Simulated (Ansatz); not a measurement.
# Relaxation of ZnSe4N2, part 2 of 2

The start is ZnSe4N2, a borrowed structure type, volume estimated. Where does it settle when we relax cell and atoms, and what is it like there?

Ansatz 0.2.0; DFT, PBE, no spin polarisation, plane waves, PAW. Relaxing cell and atoms. Earlier steps stand in the parts before.

## 6. Maps of the fields

Maps in the plane spanned by a and b at height 0.000 along c (axes of the input's cell), one cell: a runs left to right (15 points from zero), b bottom to top (15 points), 90° apart. Inside the augmentation spheres the fields are the smooth ones.

Valence density. Ten steps from '0' (0.03 e/Å³) to '9' (46.00 e/Å³), finer at the low end (step k begins (100^(k/10) - 1)/99 of the way up):
```
752000000000025
221000000000012
000000000000000
000000000000000
000000111100000
000001233210000
000001344310000
000001344310000
000001233210000
000000111100000
000000000000000
000000000000000
221000000000012
752000000000025
972000000000027
```

ELF. Ten even steps from '0' (0.00) to '9' (0.81):
```
001221000022210
112232000134221
222432100134422
224432222223332
123322688522221
001125999962100
000028955982000
000028955982000
000126999952110
112222588622332
223332222223442
222443100123422
112243100023221
001222000012210
001221000012210
```

Atoms within 0.2 Å of the plane, in fractions of a and b: N at (0.50, 0.50), Zn at (1.00, 0.00).

Scans along the contacts give these minima of the density:

```
contact  length (Å)  minimum at (fraction)  density (e/Å³)   ELF
 N1–Se4       2.165                   0.47           0.614  0.54
```

## 7. Summary of results

This closing draws on all 2 parts.

| quantity | value |
| --- | --- |
| moves | 6 |
| energy gained | 205.5 meV/atom |
| largest move | 0.24 Å (Se) |
| space group (0.01 Å), before / after | I-4 / I-4 |
| cell | a = 5.063 Å, b = 5.063 Å, c = 6.438 Å, α = 66.85°, β = 66.85°, γ = 90.00° |
| volume | 19.60 Å³/atom (-17.2 %) |
| pressure at the end | -0.01 GPa |
| formation energy (elements from separate runs) | 0.81 eV/atom |
| gap (mesh) | 0.41 eV, indirect |
| least direct gap | 0.45 eV |
| Bader charges | N -0.63 to -0.61, Zn +0.66, Se +0.14 e |

In words: The volume shrank by 17.2 %, and the largest move of an atom is 0.24 Å apart from the change of the cell; the energy fell by 205.5 meV per atom. The run held to 4 symmetry operations, so a lower structure without them is not ruled out. The levels show a gap of 0.41 eV, with the least direct gap at 0.45 eV; within 0.7 eV of the edges the states project mainly on Se p (79 %) below and Se p (52 %) and N p (36 %) above. Gaps from semilocal functionals tend to lie below the measured ones. Zn loses most charge (+0.66 e on average) and N gains most (-0.62 e). Against the elements' reference phases (N2 molecule, Zn hcp, Se trigonal (grey) selenium; separate runs with the same functional) the formation energy is 0.81 eV per atom, so at this geometry it is not bound against them.

Caveats: a band edge lies within two smearing widths of the Fermi level.
